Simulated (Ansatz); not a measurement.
# AlCl2 (I4/mmm) in Ansatz: convergence with k mesh

Aim: find how far k mesh must go before the results for AlCl2 settle, at LDA. This setting moves, with any that are tied to it; all else stays.

Everything below comes from runs of Ansatz 0.2.0. Logs are shortened: lines on timing, memory, paths and dates and some standing lists are left out, and cuts for length are marked.

## 1. Starting point

The structure is tetragonal, space group I4/mmm (No. 139). Conventional cell: a = 4.553 Å, b = 4.553 Å, c = 7.131 Å, α = 90.00°, β = 90.00°, γ = 90.00°. Al (site symmetry 4/mmm) is surrounded by 2 Cl at 1.71 Å. Around Cl (site symmetry 4mm) lie 1 Al at 1.71 Å.

The cell was built by a generator and needn't be a form met in nature.

## 2. With k mesh 3 × 3 × 3

The input, input.yaml:

```yaml
crystal:
  lattice:
    - [-2.27655657, 2.27655657, 3.56547461]
    - [2.27655657, -2.27655657, 3.56547461]
    - [2.27655657, 2.27655657, -3.56547461]
  atoms:
    - { symbol: Al, position: [0.5, 0.5, 0.0] }
    - { symbol: Cl, position: [0.73953611, 0.73953611, 0.0] }
    - { symbol: Cl, position: [0.26046389, 0.26046389, 0.0] }
hamiltonian:
  xc: lda
  pseudopotentials: { kind: paw, source: jth, xc_functional: pbe }
kpoints:
  mp_grid: { grid: [3, 3, 3] }
scf:
  occupations: { method: cold, width: 0.1 }
output:
  forces: true
  stress: true
  eigenvalues: true
```

Potentials or basis: JTH PAW.

Started as:

```console
$ ansatz run input.yaml --threads 2 --pin off --max-ram 5632MiB --backend cpu --events-out ev --progress --plain --runs-dir out
```

Wall time 0.62 s (2 threads of Arm Neoverse V2, shared host); peak memory 0.3 GiB.

Results:

```yaml
Free_energy: -2597.2672 eV
Pressure: 37.1 GPa
Largest_force: 14.417 eV/Å
Band_gap_on_the_k_mesh: none (metal or under the smearing width)
```

## 3. With k mesh 4 × 4 × 4

input.yaml: that of step 2 with these lines changed.

```diff
@@ -13,3 +13,3 @@
 kpoints:
-  mp_grid: { grid: [3, 3, 3] }
+  mp_grid: { grid: [4, 4, 4] }
 scf:
```

Potentials or basis: JTH PAW.

Started as:

```console
$ ansatz run input.yaml --threads 2 --pin off --max-ram 5632MiB --backend cpu --events-out ev --progress --plain --runs-dir out
```

It took 1.1 s on 2 threads of Arm Neoverse V2, shared host; peak memory 0.33 GiB.

Results:

```yaml
Free_energy: -2597.3546 eV
Pressure: 36.1 GPa
Largest_force: 14.464 eV/Å
Band_gap_on_the_k_mesh: none (metal or under the smearing width)
```

## 4. With k mesh 5 × 5 × 5

input.yaml: that of step 3 with these lines changed.

```diff
@@ -13,3 +13,3 @@
 kpoints:
-  mp_grid: { grid: [4, 4, 4] }
+  mp_grid: { grid: [5, 5, 5] }
 scf:
```

Started as:

```console
$ ansatz run input.yaml --threads 2 --pin off --max-ram 5632MiB --backend cpu --events-out ev --progress --plain --runs-dir out
```

Run time: 1.4 s. Hardware: 2 threads of Arm Neoverse V2, shared host; peak memory 0.35 GiB.

What came out:

* Free energy: -2597.3448 eV
* Pressure: 36.0 GPa
* Largest force: 14.379 eV/Å
* Band gap on the k mesh: none (metal or under the smearing width)

## 5. With k mesh 6 × 6 × 6

input.yaml: that of step 4 with these lines changed.

```diff
@@ -13,3 +13,3 @@
 kpoints:
-  mp_grid: { grid: [5, 5, 5] }
+  mp_grid: { grid: [6, 6, 6] }
 scf:
```

Started as:

```console
$ ansatz run input.yaml --threads 2 --pin off --max-ram 5632MiB --backend cpu --events-out ev --progress --plain --runs-dir out
```

Run time: 2.1 s. Hardware: 2 threads of Arm Neoverse V2, shared host; peak memory 0.39 GiB.

Results:

```
Free energy            : -2597.3507 eV
Pressure               : 36.5 GPa
Largest force          : 14.423 eV/Å
Band gap on the k mesh : none (metal or under the smearing width)
```

## 6. With k mesh 7 × 7 × 7

input.yaml: that of step 5 with these lines changed.

```diff
@@ -13,3 +13,3 @@
 kpoints:
-  mp_grid: { grid: [6, 6, 6] }
+  mp_grid: { grid: [7, 7, 7] }
 scf:
```

Potentials or basis: JTH PAW.

Started as:

```console
$ ansatz run input.yaml --threads 2 --pin off --max-ram 5632MiB --backend cpu --events-out ev --progress --plain --runs-dir out
```

It took 2.8 s on 2 threads of Arm Neoverse V2, shared host; peak memory 0.41 GiB.

Results (log left out):

```
Free energy            : -2597.3422 eV
Pressure               : 36.3 GPa
Largest force          : 14.410 eV/Å
Band gap on the k mesh : none (metal or under the smearing width)
```

## 7. With k mesh 9 × 9 × 9

input.yaml: that of step 6 with these lines changed.

```diff
@@ -13,3 +13,3 @@
 kpoints:
-  mp_grid: { grid: [7, 7, 7] }
+  mp_grid: { grid: [9, 9, 9] }
 scf:
```

Started as:

```console
$ ansatz run input.yaml --threads 2 --pin off --max-ram 5632MiB --backend cpu --events-out ev --progress --plain --runs-dir out
```

It took 5 s on 2 threads of Arm Neoverse V2, shared host; peak memory 0.48 GiB.

It converged, with:

```
Free energy            : -2597.3478 eV
Pressure               : 36.2 GPa
Largest force          : 14.452 eV/Å
Band gap on the k mesh : none (metal or under the smearing width)
```

## 8. With k mesh 11 × 11 × 11

input.yaml: that of step 7 with these lines changed.

```diff
@@ -13,3 +13,3 @@
 kpoints:
-  mp_grid: { grid: [9, 9, 9] }
+  mp_grid: { grid: [11, 11, 11] }
 scf:
```

Started as:

```console
$ ansatz run input.yaml --threads 2 --pin off --max-ram 5632MiB --backend cpu --events-out ev --progress --plain --runs-dir out
```

Run time: 8.3 s. Hardware: 2 threads of Arm Neoverse V2, shared host; peak memory 0.59 GiB.

It converged, with:

```yaml
Free_energy: -2597.3466 eV
Pressure: 36.2 GPa
Largest_force: 14.427 eV/Å
Band_gap_on_the_k_mesh: none (metal or under the smearing width)
```

## 9. With k mesh 14 × 14 × 14

input.yaml: that of step 8 with these lines changed.

```diff
@@ -13,3 +13,3 @@
 kpoints:
-  mp_grid: { grid: [11, 11, 11] }
+  mp_grid: { grid: [14, 14, 14] }
 scf:
```

Potentials or basis: JTH PAW.

Started as:

```console
$ ansatz run input.yaml --threads 2 --pin off --max-ram 5632MiB --backend cpu --events-out ev --progress --plain --runs-dir out
```

The program printed:

```text
Warning: the checks of this Al dataset prove no rule for summing its radial tables, as where they were carried onto another mesh than they were made on, and Gregory's rule is taken, under which a leading mesh point left out moves its sums only by what lay on the interval it spanned. That does not make them correct, and they differ from Quantum ESPRESSO's on this file; a re-export a fraction of a mesh step off can move them. hamiltonian.pseudopotentials.radial_quadrature: simpson_from_first_knot sums it by `pw.x`'s rule; on a PAW file no value gives `pw.x`'s numbers. What more to know: hamiltonian.pseudopotentials.radial_quadrature, in the input reference
Warning: the checks of this Cl dataset prove no rule for summing its radial tables, as where they were carried onto another mesh than they were made on, and Gregory's rule is taken, under which a leading mesh point left out moves its sums only by what lay on the interval it spanned. That does not make them correct, and they differ from Quantum ESPRESSO's on this file; a re-export a fraction of a mesh step off can move them. hamiltonian.pseudopotentials.radial_quadrature: simpson_from_first_knot sums it by `pw.x`'s rule; on a PAW file no value gives `pw.x`'s numbers. What more to know: hamiltonian.pseudopotentials.radial_quadrature, in the input reference
Warning: RAYON_NUM_THREADS=2 ignored (pool sized by the plan → 2); use --threads N
Engine: ansatz 0.2.0, aarch64-unknown-linux-gnu
Pseudopotentials: kind: paw
Pseudopotential: Al, paw, valence charge 3, recommended cutoff 570 eV (normal), Al.paw.azcp
Pseudopotential: Cl, paw, valence charge 7, recommended cutoff 930 eV (normal), Cl.paw.azcp
Functional definition: SPW92
  exchange = slater_x
  correlation = pw_c
Crystal: 3 atoms, lattice volume = 73.915 Å³
Basis set: ecut = 930 eV, 4685 PW (Γ)
Bands: 13, of which v1, the nominal top of the filled ones, is band 9 counted from 1 (8 counted from 0)
Symmetry: 16 space group operations
Space group: I4/mmm (ITA 139), of the structure as read, at distance tolerance 4.2e-5 Å
k-points: 244 of 2744
Non-local potential: Al, projectors of the file, l = 0: 2, l = 1: 2
Non-local potential: Cl, projectors of the file, l = 0: 2, l = 1: 2
PAW form: soft (Blöchl's): semilocal exchange-correlation on the pseudo side does not see the compensation charge
PAW frozen core: Al, regenerated for the run's functional, and the local potential with it (the file was generated under x = pbe(κ = 0.804, μ = 0.2195149727645171), c = pbe(β = 0.06672455060314922))
PAW frozen core: Cl, regenerated for the run's functional, and the local potential with it (the file was generated under x = pbe(κ = 0.804, μ = 0.2195149727645171), c = pbe(β = 0.06672455060314922))
PAW one-centre angular grid: Al, 110 points (default); XC on 64 Gauss nodes
PAW one-centre angular grid: Cl, 110 points (default); XC on 64 Gauss nodes
Initial density: superposition of atomic densities (chi_scale 0.1, normalization cell, long waves kept (reshape's long-wave potential 0.00 eV rms))
Initial wavefunctions: pseudopotential atomic-orbital guess
Functional: x = slater, c = lda
SCF iter   1: F=—  HF=-2598.987230 eV  |F-HF|=—  |Δ(HF+E_count)|=         —  Δρ=9.36e-2  dr2=4.13e0  ethr=3.10e-3  ⟨swp⟩=15.8  Hψ=45330  notcnv=0
preconditioner: auto → Kerker (q_TF=auto, 2.136 Å⁻¹)  [metal: Δε(μ)=0.006 eV  Ē_g=9.761 eV  σ=0.100 eV  W_gap=0.04  n_scr=14 (ndim 8)  ℏωp=15.6 eV  f_vac=0.001  D(μ)=1.99/eV (n_scr^D=14)]
SCF iter   2: F=—  HF=-2597.613899 eV  |F-HF|=—  |Δ(HF+E_count)|=    1.37e0  S|Δr|=    0.00e0  Δρ=4.25e-2  dr2=7.20e-1  ethr=3.10e-3  ⟨swp⟩=3.2  Hψ=9441  notcnv=0  defer=22
SCF iter   3: F=—  HF=-2597.352271 eV  |F-HF|=—  |Δ(HF+E_count)|=   2.62e-1  S|Δr|=    0.00e0  Δρ=7.05e-3  dr2=1.61e-2  ethr=3.10e-3  ⟨swp⟩=3.6  Hψ=7883  notcnv=0  defer=22
SCF iter   4: F=—  HF=-2597.348253 eV  |F-HF|=—  |Δ(HF+E_count)|=   4.02e-3  S|Δr|=    0.00e0  Δρ=2.26e-3  dr2=3.79e-3  ethr=9.48e-5  ⟨swp⟩=3.1  Hψ=7007  notcnv=0  defer=22
SCF iter   5: F=—  HF=-2597.347015 eV  |F-HF|=—  |Δ(HF+E_count)|=   1.24e-3  S|Δr|=    0.00e0  Δρ=3.77e-4  dr2=1.76e-4  ethr=2.23e-5  ⟨swp⟩=2.8  Hψ=5251  notcnv=0  defer=22
SCF iter   6: F=—  HF=-2597.346967 eV  |F-HF|=—  |Δ(HF+E_count)|=   4.83e-5  S|Δr|=    0.00e0  Δρ=1.06e-4  dr2=1.16e-5  ethr=1.04e-6  ⟨swp⟩=2.2  Hψ=5391  notcnv=0  defer=22
SCF iter   7: F=—  HF=-2597.346924 eV  |F-HF|=—  |Δ(HF+E_count)|=   4.29e-5  S|Δr|=    0.00e0  Δρ=5.53e-5  dr2=2.15e-6  ethr=6.83e-8  ⟨swp⟩=3.3  Hψ=6608  notcnv=0  defer=22
SCF iter   8: F=-2597.346923 eV  HF=-2597.346923 eV  |F-HF|=2.70e-8  |Δ(HF+E_count)|=   3.63e-7  S|Δr|=    0.00e0  Δρ=1.05e-5  dr2=8.37e-8  ethr=5.88e-10  ⟨swp⟩=11.6  Hψ=29074  notcnv=0
SCF 1 converged in 8 iterations: F = -2597.346923 eV  dr2 = 8.37e-8
SCF converged after 8 iterations
Stability not checked: this state was not tested for a lower state beside it, because cold or Methfessel-Paxton smearing, or corrected tetrahedra, fill the levels in a way that the test cannot read (fill_not_monotonic; see scf.lower_state_search)
Free energy (F): -2597.346923 eV
Harris-Foulkes:  -2597.346923 eV  (|F-HF|=2.70e-8)
Internal energy: -2597.345746 eV  (E = F + TS)
E sigma→0 (E₀):  -2597.346531 eV
Entropy (-TS):   -0.001178 eV (-0.393 meV/atom)
Fermi energy:    5.763588 eV
--- Per-component energies (eV) ---
  E_band       = -66.850515
  E_kinetic    = 393.789976
  E_local      = -708.148380  (includes V_loc(G=0)·N_el)
  E_nonlocal   = 125.830135
  E_hartree    = 195.033960
  E_xc         = -286.262288
  E_vxc        = -302.232561  (∫ρ·V_xc dr)
  E_paw        = -1658.995443  (= ΣΔE_a)
  E_vpaw       = 33.838909  (= ΣTr[D̂ρ^β])
  E_aug_tail   = 0.000925  (compensation charges beyond the density's cutoff)
  E_ewald      = -659.031089
  E_core_change = 0.436459  (= ΣΔE_core)
  E_smearing   = -0.001178  (= −TS)
  E_closure    = 0.000000  (closes the sum)
  Σ components = -2597.346923   (vs F -2597.346923, Δ=0.00e0)
--- Forces (eV/Å), atoms counted from 1 ---
  atom   1  Al    -0.00000000     0.00000000     0.00000000
  atom   2  Cl    -0.00000000     0.00000000    14.43086355
  atom   3  Cl    -0.00000000     0.00000000   -14.43086355
  max |Σ_I F_I| component: 2.43e-17 eV/Å
--- Stress (GPa, compression-positive) ---
        1.656155       0.000000       0.000000
        0.000000       1.656155      -0.000000
        0.000000      -0.000000     105.415054
  P = ⅓ Tr σ = 36.2425 GPa (362.425 kbar)
--- Band table (eV; the first three rows and the last of 244) ---
  k-point 0: bands = ["-14.0792", "-12.6958", "-2.9009", "-1.8609", "-1.6490", "-1.6490", "-0.0458", "-0.0458", "3.9242", "6.6546", "6.6546", "9.3563", "10.0675"]
  k-point 1: bands = ["-14.0591", "-12.7162", "-2.9320", "-1.8704", "-1.6797", "-1.5303", "-0.2372", "-0.0351", "4.0704", "6.5098", "6.7269", "9.5022", "10.1612"]
  k-point 2: bands = ["-14.0017", "-12.7726", "-3.0162", "-1.8523", "-1.7635", "-1.2359", "-0.7185", "-0.0051", "4.4383", "6.1760", "6.9607", "9.9295", "10.3335"]
  k-point 243: bands = ["-13.5011", "-13.2505", "-4.0207", "-2.1773", "-2.1773", "-1.3470", "0.3361", "0.3361", "6.9405", "6.9457", "9.3448", "9.3448", "9.6216"]
```

Run time: 16 s. Hardware: 2 threads of Arm Neoverse V2, shared host; peak memory 0.85 GiB.

What came out:

| Quantity | Value |
| --- | --- |
| Free energy | -2597.3469 eV |
| Pressure | 36.2 GPa |
| Largest force | 14.431 eV/Å |
| Band gap on the k mesh | none (metal or under the smearing width) |

## 10. Summary

```tsv
k mesh	energy less the tightest run, at zero smearing (meV/atom)	pressure (GPa)	largest force (eV/Å)	SCF cycles	CPU time (s)	peak memory (GiB)
3 × 3 × 3	26.06	37.12	14.417	8	1.1	0.3
4 × 4 × 4	-2.09	36.08	14.464	8	2	0.33
5 × 5 × 5	0.10	36.05	14.379	8	2.7	0.35
6 × 6 × 6	-0.91	36.48	14.423	8	4.1	0.39
7 × 7 × 7	1.78	36.29	14.410	8	5.4	0.41
9 × 9 × 9	-0.36	36.19	14.452	8	9.9	0.48
11 × 11 × 11	0.22	36.22	14.427	8	16	0.59
14 × 14 × 14	0.00	36.24	14.431	8	32	0.85
```

Against the tightest run, the energy stays within 1 meV/atom from 9 × 9 × 9 on; the pressure stays within 0.1 GPa from 7 × 7 × 7 on; the largest force stays within 0.005 eV/Å from 11 × 11 × 11 on. Meshes of other sizes hit other points, so gaps and Fermi surfaces needn't settle smoothly. The tightest run that finished is the yardstick and may itself not be fully converged.

Caveats: a pressure of tens of GPa on the cell as given is suspect, and the run, the potentials or the cell itself is likely at fault; an odd number of electrons without spin polarisation forces a metal; a magnetic or distorted state may lie lower.
